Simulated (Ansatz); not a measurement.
Write the native input for Ansatz 0.2.0 that does the following.

```yaml
Task: relaxation of cell and atoms
Functional: revPBE
Dispersion: D3(BJ)
Potentials_or_basis: Ansatz PAW
Cutoff: "420 eV (not typed: the program's choice for these potentials)"
k_mesh: 11 × 11 × 11
Occupations: fermi-dirac, width 0.05 eV
Spin: no spin polarisation
```

The system is WF.

```
CELL_PARAMETERS angstrom
1.36589 0.78860 5.06960
-1.36589 0.78860 5.06960
0.00000 -1.57719 5.06960
ATOMIC_POSITIONS crystal
W 0.81412 0.81412 0.81412
F 0.93712 0.93712 0.93712
```

The cell was built by a generator and needn't be a form met in nature.

These files were run (other wordings do the same):

input.yaml

```yaml
crystal:
  lattice:
    - [1.36589, 0.7886, 5.0696]
    - [-1.36589, 0.7886, 5.0696]
    - [0.0, -1.57719, 5.0696]
  atoms:
    - { symbol: W, position: [0.81412, 0.81412, 0.81412] }
    - { symbol: F, position: [0.93712, 0.93712, 0.93712] }
hamiltonian:
  xc: revpbe
  pseudopotentials: { kind: paw }
  dispersion: d3bj
kpoints:
  mp_grid: { grid: [11, 11, 11] }
scf:
  occupations: { method: fermi_dirac, width: 0.05 }
output:
  forces: true
  stress: true
  eigenvalues: true
relax:
  f_tol: 0.01
  max_steps: 40
  cell: { stress_tol: 0.05 }
```

Potentials or basis: Ansatz PAW.

Command:

```console
$ ansatz run input.yaml --threads 2 --pin off --max-ram 5632MiB --backend cpu --events-out ev --progress --plain --runs-dir out
```

Results of the run:

- Relaxed volume: 14.44 Å³/atom
- Relaxed cell: a = 4.777 Å, b = 4.777 Å, c = 4.777 Å, α = 33.07°, β = 33.07°, γ = 33.07°
- Space group after relaxing (to 0.05 Å): R3m (No. 160)
- Energy gained by relaxing: 32.0 meV/atom
- Ionic steps: 9
- Pressure after relaxing: 0.0 GPa
- Band gap on the k mesh: none (metal or under the smearing width)

Caveat: the plane-wave basis is chosen anew once the cell has moved, so the energies of steps on either side of that aren't comparable; the pressure holds a Pulay correction of +0.4 GPa for the finite cutoff; an odd number of electrons without spin polarisation forces a metal; a magnetic or distorted state may lie lower; pairwise dispersion overbinds metals, which lowers pressure and volume; the PAW data sets come from PBE, with cores solved anew for the run's functional, which leaves a small shift of forces and pressure.

Wall time 41 s on 2 threads of Arm Neoverse V1, with other jobs on the host, peak memory 0.39 GiB.
